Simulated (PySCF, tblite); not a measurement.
**Si4H10O2, a small molecule taken as a stand-in for a surface group: NMR shifts, core binding energies and electronic excitations**

Aim: the NMR shifts, core binding energies and electronic excitations of `[SiH3]O[SiH]([SiH3])O[SiH3]`.

Computed with tblite 0.8.0 and PySCF 2.14.0; each step states its level. No surroundings beyond the atoms listed, unless a continuum is named. Atoms count from 0, parts from 1.

## 1. The system as given

16 atoms, charge 0, multiplicity 1; geometry: distance geometry start.

## 2. Geometry optimisation with GFN2-xTB

Job settings and geometry (Å):

```
{"job": {"kind": "relax", "xc": "GFN2-xTB", "basis": "xTB"}, "charge": 0, "multiplicity": 1}
Si     0.068430    -0.906716     1.016140
Si    -0.167799     0.089662    -0.946666
O      0.734546     0.211730     2.208174
Si     1.295361     1.854037     1.835063
O     -1.505220    -1.491316     1.588537
Si    -2.022980    -1.538376     3.307909
H      0.968660    -2.033691     0.883380
H     -0.218768     1.493047    -0.735041
H      0.966746    -0.211804    -1.754595
H     -1.343199    -0.345591    -1.573456
H      2.010148     2.369222     2.945841
H      2.126915     1.819067     0.700656
H      0.171076     2.701658     1.588578
H     -0.898524    -1.841450     4.099989
H     -2.573797    -0.286195     3.648767
H     -2.990590    -2.565791     3.422825
```

Method: GFN2-xTB geometry optimisation, gas phase.

Launch:

```bash
OMP_NUM_THREADS=1 python cluster_run.py task.json out
```

The driver reads the jobs from task.json and runs them one after another.

The log of the run:

```text
step      E/eV     max force
  0    -552.59638    3.528
  1    -553.26713    2.267
  2    -553.62476    1.167
  3    -553.68754    0.731
  4    -553.81286    1.110
  5    -553.87811    1.061
  6    -553.96975    0.606
  7    -554.01174    0.551
  8    -554.04116    0.481
  9    -554.06577    0.373
 10    -554.08726    0.421
 11    -554.10551    0.345
 12    -554.12098    0.322
 13    -554.13520    0.262
 14    -554.14600    0.280
 15    -554.15389    0.205
 16    -554.15950    0.189
 17    -554.16394    0.173
 18    -554.16904    0.193
 19    -554.17494    0.204
 20    -554.18055    0.185
 21    -554.18570    0.164
 22    -554.19095    0.185
 23    -554.19600    0.183
 24    -554.20084    0.188
 25    -554.20644    0.159
 26    -554.21443    0.293
 27    -554.22639    0.404
 28    -554.24167    0.372
 29    -554.25427    0.243
 30    -554.26017    0.163
 31    -554.26344    0.175
 32    -554.26762    0.211
 33    -554.27257    0.190
 34    -554.27653    0.127
 35    -554.27850    0.111
 36    -554.28051    0.125
 37    -554.28253    0.129
 38    -554.28692    0.111
 39    -554.28907    0.107
 40    -554.29102    0.086
 41    -554.29227    0.105
 42    -554.29387    0.114
 43    -554.29544    0.096
 44    -554.29683    0.082
 45    -554.29770    0.060
 46    -554.29826    0.051
 47    -554.29866    0.045
 48    -554.29908    0.070
 49    -554.29962    0.073
 50    -554.30043    0.077
 51    -554.30105    0.063
 52    -554.30151    0.041
 53    -554.30172    0.042
 54    -554.30185    0.042
 55    -554.30203    0.037
 56    -554.30230    0.052
 57    -554.30266    0.058
 58    -554.30296    0.039
 59    -554.30312    0.029
 60    -554.30321    0.022
 61    -554.30330    0.028
 62    -554.30341    0.037
 63    -554.30357    0.037
 64    -554.30376    0.040
 65    -554.30395    0.035
 66    -554.30411    0.032
 67    -554.30425    0.027
 68    -554.30438    0.031
 69    -554.30457    0.036
 70    -554.30489    0.051
 71    -554.30548    0.094
 72    -554.30634    0.099
 73    -554.30749    0.072
 74    -554.30803    0.051
 75    -554.30840    0.045
 76    -554.30883    0.058
 77    -554.30980    0.087
 78    -554.31078    0.155
 79    -554.31302    0.136
 80    -554.31492    0.099
 81    -554.31621    0.073
 82    -554.31673    0.103
 83    -554.31752    0.071
 84    -554.31864    0.077
 85    -554.32007    0.126
 86    -554.32238    0.196
 87    -554.32492    0.193
 88    -554.32644    0.126
 89    -554.32789    0.099
 90    -554.32837    0.062
 91    -554.32876    0.049
 92    -554.32917    0.049
 93    -554.32975    0.060
 94    -554.33038    0.056
 95    -554.33090    0.040
 96    -554.33119    0.029
 97    -554.33132    0.027
 98    -554.33141    0.024
 99    -554.33150    0.024
100    -554.33159    0.024
101    -554.33169    0.026
102    -554.33178    0.026
103    -554.33185    0.022
104    -554.33191    0.027
105    -554.33198    0.030
106    -554.33207    0.029
107    -554.33219    0.030
108    -554.33231    0.028
109    -554.33243    0.028
110    -554.33257    0.031
111    -554.33278    0.048
112    -554.33307    0.058
113    -554.33340    0.049
114    -554.33368    0.052
115    -554.33390    0.043
116    -554.33412    0.039
117    -554.33437    0.051
118    -554.33462    0.047
119    -554.33486    0.039
120    -554.33510    0.040
121    -554.33535    0.046
122    -554.33558    0.053
123    -554.33578    0.041
124    -554.33593    0.057
125    -554.33614    0.048
126    -554.33636    0.047
127    -554.33656    0.032
128    -554.33668    0.029
129    -554.33680    0.027
130    -554.33691    0.024
131    -554.33703    0.023
132    -554.33713    0.024
133    -554.33723    0.025
134    -554.33732    0.037
135    -554.33743    0.037
136    -554.33758    0.042
137    -554.33778    0.041
138    -554.33795    0.027
139    -554.33806    0.033
140    -554.33816    0.032
141    -554.33826    0.038
142    -554.33840    0.031
143    -554.33848    0.021
144    -554.33853    0.016
145    -554.33857    0.021
146    -554.33863    0.026
147    -554.33870    0.023
148    -554.33877    0.014
149    -554.33881    0.012
150    -554.33883    0.012
151    -554.33886    0.014
152    -554.33890    0.014
153    -554.33894    0.016
154    -554.33897    0.013
155    -554.33899    0.014
156    -554.33903    0.021
157    -554.33908    0.027
158    -554.33916    0.029
159    -554.33924    0.026
160    -554.33934    0.028
161    -554.33945    0.034
162    -554.33958    0.035
163    -554.33973    0.035
164    -554.33986    0.039
165    -554.34000    0.042
166    -554.34015    0.037
167    -554.34030    0.026
168    -554.34040    0.024
169    -554.34047    0.017
170    -554.34053    0.021
171    -554.34060    0.025
172    -554.34068    0.025
173    -554.34074    0.019
174    -554.34077    0.012
175    -554.34079    0.013
176    -554.34080    0.012
177    -554.34081    0.010
178    -554.34082    0.011
179    -554.34083    0.009
180    -554.34084    0.005
```

It took 5.3 s on 1 thread of Arm Neoverse V1, shared host.

Relaxation path:

```
step  energy from step 0 (eV)  largest force (eV/Å)
   0                   0.0000                3.5280
   7                  -1.4154                0.5513
  14                  -1.5496                0.2802
  21                  -1.5893                0.1646
  28                  -1.6453                0.3728
  35                  -1.6821                0.1106
  42                  -1.6975                0.1135
  49                  -1.7032                0.0730
  56                  -1.7059                0.0521
  63                  -1.7072                0.0363
  70                  -1.7085                0.0517
  77                  -1.7134                0.0868
  84                  -1.7223                0.0767
  91                  -1.7324                0.0490
  98                  -1.7350                0.0235
 105                  -1.7356                0.0295
 112                  -1.7367                0.0582
 119                  -1.7385                0.0391
 126                  -1.7400                0.0476
 133                  -1.7409                0.0245
 140                  -1.7418                0.0324
 147                  -1.7423                0.0226
 154                  -1.7426                0.0130
 161                  -1.7431                0.0341
 168                  -1.7440                0.0241
 175                  -1.7444                0.0132
 180                  -1.7445                0.0057
```

Close pairs (by a distance rule), those that changed most:

```csv
bond,before (Å),after (Å),change (Å)
O4–Si5,1.796,1.617,-0.179
O2–Si3,1.775,1.617,-0.158
Si0–O4,1.774,1.626,-0.147
Si0–O2,1.765,1.626,-0.139
Si0–Si1,2.214,2.291,+0.077
Si1–H9,1.401,1.469,+0.068
Si5–H13,1.408,1.463,+0.054
Si5–H14,1.410,1.464,+0.054
```

## 3. Relaxing the molecule at PBE0-D3(BJ)/def2-SVP

Job settings and geometry (Å):

```
{"job": {"xc": "PBE0", "basis": "def2-SVP", "d3": "d3bj", "grid": 2, "kind": "geom", "shake": 0.01}, "charge": 0, "multiplicity": 1}
Si     0.582731    -0.816134    -0.621792
Si    -0.384069    -0.290618    -2.655540
O      1.289130     0.538760    -0.074238
Si     1.500177     1.738415     1.009213
O     -0.633011    -1.214901     0.387463
Si    -1.486736    -0.980650     1.751814
H      1.570191    -1.850285    -0.459439
H     -0.911499     1.080766    -2.770667
H      0.600105    -0.401579    -3.722510
H     -1.487075    -1.187895    -2.999768
H      1.702398     1.160422     2.345140
H      2.618334     2.485769     0.510720
H      0.207631     2.538688     0.998095
H     -0.622454    -1.170349     2.916634
H     -2.041182     0.358392     1.736996
H     -2.516123    -2.000117     1.670023
```

The log of the run:

```text
step   0  E = -1313.42588651  max force = 0.027830
step   1  E = -1313.43924449  max force = 0.006754
step   2  E = -1313.43988305  max force = 0.002248
step   3  E = -1313.43999737  max force = 0.000541
step   4  E = -1313.44009384  max force = 0.001169
step   5  E = -1313.44029072  max force = 0.002885
step   6  E = -1313.44026121  max force = 0.004885
step   7  E = -1313.44060417  max force = 0.002687
step   8  E = -1313.44071375  max force = 0.001591
step   9  E = -1313.44085276  max force = 0.000947
step  10  E = -1313.44087521  max force = 0.000801
step  11  E = -1313.44090484  max force = 0.000423
step  12  E = -1313.44091086  max force = 0.000374
optimisation converged
```

Wall time 3.7 min (1 thread of Arm Neoverse V1, shared host); peak memory 0.83 GiB.

Along the way:

```csv
step,energy from step 0 (eV),largest force component (eV/Å)
0,0.0000,1.4311
1,-0.3635,0.3473
2,-0.3809,0.1156
3,-0.3840,0.0278
4,-0.3866,0.0601
5,-0.3920,0.1484
6,-0.3912,0.2512
7,-0.4005,0.1382
8,-0.4035,0.0818
9,-0.4073,0.0487
10,-0.4079,0.0412
11,-0.4087,0.0218
12,-0.4088,0.0192
```

Close pairs (by a distance rule), those that changed most:

| bond | before (Å) | after (Å) | change (Å) |
| --- | --- | --- | --- |
| Si3–H11 | 1.434 | 1.490 | +0.056 |
| Si0–H6 | 1.439 | 1.492 | +0.053 |
| Si5–H14 | 1.449 | 1.495 | +0.045 |
| Si1–H8 | 1.456 | 1.496 | +0.040 |
| Si5–H15 | 1.451 | 1.489 | +0.038 |
| Si1–H9 | 1.463 | 1.496 | +0.033 |
| O4–Si5 | 1.626 | 1.659 | +0.032 |
| Si0–O2 | 1.623 | 1.655 | +0.032 |

The next job starts from the end point, and lists it.

```
                         at the end point                value
  point group (found at 0.08 Å tolerance)                   C1
rotational constants (GHz, main isotopes)  1.315, 1.127, 0.676
                        dipole moment (D)                 0.77
```

## 4. Shielding tensors: PBE0/pcSseg-1

Job settings and geometry (Å):

```
{"job": {"kind": "nmr", "xc": "PBE0", "basis": "pcSseg-1"}, "charge": 0, "multiplicity": 1}
Si     0.538388    -0.799447    -0.643271
Si    -0.339293    -0.339290    -2.762958
O      1.297418     0.564604    -0.094045
Si     1.420536     1.833312     0.964729
O     -0.729563    -1.198878     0.344631
Si    -1.457560    -1.064889     1.828825
H      1.529838    -1.913503    -0.616071
H     -1.263111     0.832822    -2.653361
H      0.753088    -0.001422    -3.727520
H     -1.104063    -1.509867    -3.293582
H      1.293851     1.344582     2.371418
H      2.752547     2.474687     0.779925
H      0.344130     2.833754     0.700725
H     -0.662167    -1.784968     2.867835
H     -1.564847     0.375217     2.214607
H     -2.820723    -1.658036     1.740299
```

With the program's defaults for keys left out, this is: GIAO PBE0/pcSseg-1 NMR shielding, non-relativistic, gas phase.

The log of the run:

```text
coarse grid: 14872 points
cycle   1  E = -1313.6309784401  dE =  1.825e-01  |g| = 1.006e+00  |ddm| = 3.596e+00
cycle   2  E = -1313.2786450086  dE =  3.523e-01  |g| = 1.680e+00  |ddm| = 2.048e+00
cycle   3  E = -1313.8041800585  dE = -5.255e-01  |g| = 8.482e-02  |ddm| = 1.514e+00
cycle   4  E = -1313.8057246035  dE = -1.545e-03  |g| = 2.676e-02  |ddm| = 1.379e-01
cycle   5  E = -1313.8058991353  dE = -1.745e-04  |g| = 3.739e-03  |ddm| = 3.969e-02
cycle   6  E = -1313.8059021156  dE = -2.980e-06  |g| = 1.304e-03  |ddm| = 5.158e-03
final grid: 123840 points
cycle   7  E = -1313.8587509773  dE = -5.960e-06  |g| = 9.113e-03  |ddm| = 1.472e-02
cycle   8  E = -1313.8587293680  dE =  2.161e-05  |g| = 1.431e-02  |ddm| = 1.500e-02
cycle   9  E = -1313.8587642583  dE = -3.489e-05  |g| = 5.091e-04  |ddm| = 9.806e-03
cycle  10  E = -1313.8587643006  dE = -4.227e-08  |g| = 1.495e-04  |ddm| = 5.411e-04
cycle  11  E = -1313.8587643042  dE = -3.607e-09  |g| = 5.374e-05  |ddm| = 1.349e-04
cycle  12  E = -1313.8587643047  dE = -5.100e-10  |g| = 7.249e-06  |ddm| = 4.829e-05
converged SCF energy = -1313.8587643047

GIAO shielding tensors (ppm)
atom      isotropic    diamagn.    paramagn.     s11        s22        s33       span
  0 Si     366.117     879.644    -513.526    333.741    368.308    396.303     62.562
  1 Si     462.358     880.930    -418.572    456.820    463.625    466.629      9.809
  2 O      284.517     402.166    -117.649    222.117    266.351    365.084    142.967
  3 Si     390.603     879.257    -488.654    349.969    358.279    463.561    113.592
  4 O      283.363     402.228    -118.865    230.561    256.444    363.085    132.524
  5 Si     390.130     879.255    -489.125    347.334    358.722    464.335    117.001
  6 H       25.721      28.778      -3.058     22.998     23.146     31.017      8.020
  7 H       27.907      30.384      -2.477     24.969     26.454     32.298      7.329
  8 H       27.978      28.867      -0.890     24.816     25.984     33.133      8.316
  9 H       27.970      28.903      -0.933     24.756     26.024     33.131      8.375
 10 H       26.050      29.903      -3.853     22.682     25.150     30.318      7.636
 11 H       26.212      28.082      -1.871     22.910     24.378     31.347      8.436
 12 H       26.110      30.102      -3.993     23.057     24.615     30.656      7.599
 13 H       26.120      28.821      -2.701     23.171     24.192     30.996      7.825
 14 H       26.022      30.785      -4.763     22.566     25.492     30.008      7.442
 15 H       26.211      28.420      -2.209     22.895     24.475     31.264      8.369
```

Run time: 40 s. Hardware: 1 thread of Arm Neoverse V1, shared host; peak memory 1.1 GiB.

The references, computed at this level on geometries of the same kind, shield at (ppm): $^{1}$H TMS 31.27, $^{29}$Si TMS 352.0, $^{17}$O H2O 334.6. Their shielding less the atom's gives the shift. The references are single molecules in the gas phase, so shifts against H2O, NH3, PH3, H3PO4 or CFCl3 are not on the usual liquid scales and can be off by tens of ppm.

| atoms | environment | σ (ppm) | δ (ppm) |
| --- | --- | --- | --- |
| H6 | hydrogen on a silicon bonded to 2 O, Si | 25.72 | 5.55 |
| H14 | hydrogen on a silicon bonded to O | 26.02 | 5.24 |
| H10 | hydrogen on a silicon bonded to O | 26.05 | 5.22 |
| H12 | hydrogen on a silicon bonded to O | 26.11 | 5.16 |
| H13 | hydrogen on a silicon bonded to O | 26.12 | 5.15 |
| H15 | hydrogen on a silicon bonded to O | 26.21 | 5.06 |
| H11 | hydrogen on a silicon bonded to O | 26.21 | 5.06 |
| H7 | hydrogen on a silicon bonded to Si | 27.91 | 3.36 |
| H9 | hydrogen on a silicon bonded to Si | 27.97 | 3.30 |
| H8 | hydrogen on a silicon bonded to Si | 27.98 | 3.29 |
| Si0 | silicon bonded to 2 O, Si, H | 366.1 | -14.1 |
| Si5 | silicon bonded to O, 3 H | 390.1 | -38.1 |
| Si3 | silicon bonded to O, 3 H | 390.6 | -38.6 |
| Si1 | silicon bonded to Si, 3 H | 462.4 | -110.4 |
| O4 | oxygen bonded to 2 Si | 283.4 | 51.2 |
| O2 | oxygen bonded to 2 Si | 284.5 | 50.0 |

Charges from the same density, by scheme (e):

```
atoms  Mulliken    IAO  Hirshfeld  ESP fit
  Si0      0.98   1.07       0.40     0.60
  Si1      0.11   0.23       0.21     0.08
   O2     -0.76  -0.87      -0.31    -0.44
  Si3      0.71   0.85       0.39     0.58
   O4     -0.77  -0.87      -0.31    -0.44
  Si5      0.71   0.85       0.39     0.58
```

Mayer bond orders: Si0–Si1 0.90, Si0–O2 0.90, O2–Si3 0.89, Si0–O4 0.90, O4–Si5 0.90.

The fields below are evaluated on a grid from the run's orbitals.

Frontier orbitals at PBE0/pcSseg-1, with the share of their density that lies nearest to each atom:

```csv
orbital,energy (eV),lies on
HOMO,-7.76,Si1 21 %; H6 18 %; Si0 16 %
LUMO,-0.19,"O2, O4 about 10 % each; Si0 8 %; 7 H atoms about 6 % each"
```

ELF in a plane through or near 6 of the atoms.

Ten even steps from '0' (0.00) to '9' (1.00):
```
0000000000000000000000000000
0000000000000000000000000000
0000000000000037862000000000
0000000000000499998100000000
0000000000000399998100000000
0000000000000048874210000000
0000366200024540718999300000
0007999820038885039999600000
0019999953227887249998200000
0006999218952542000110000000
0000143216950343001000000000
0001699646745877412310000000
0005999971007858150773000000
0002999950006765041784000000
0000024200000001664320000000
0000000000000004885100000000
0000000000000002652000000000
0000000000000000000000000000
0000000000000000000000000000
0000000000000000000000000000
```
The map spans 12.6 Å across and 12.4 Å up, centred on the molecule. Atoms in the plane (x, y in Å): Si3 (1.2, 2.2), O4 (0.2, -1.4), H8 (-3.7, 0.9), H9 (-3.5, -1.5), H10 (2.5, 1.6), H11 (1.1, 3.6).

On the surface of density 0.002 e/bohr³ the electrostatic potential runs, from the 1st to the 99th percentile, from -0.59 V near O4 to 1.33 V near H10.

[end of part 1 of 2]
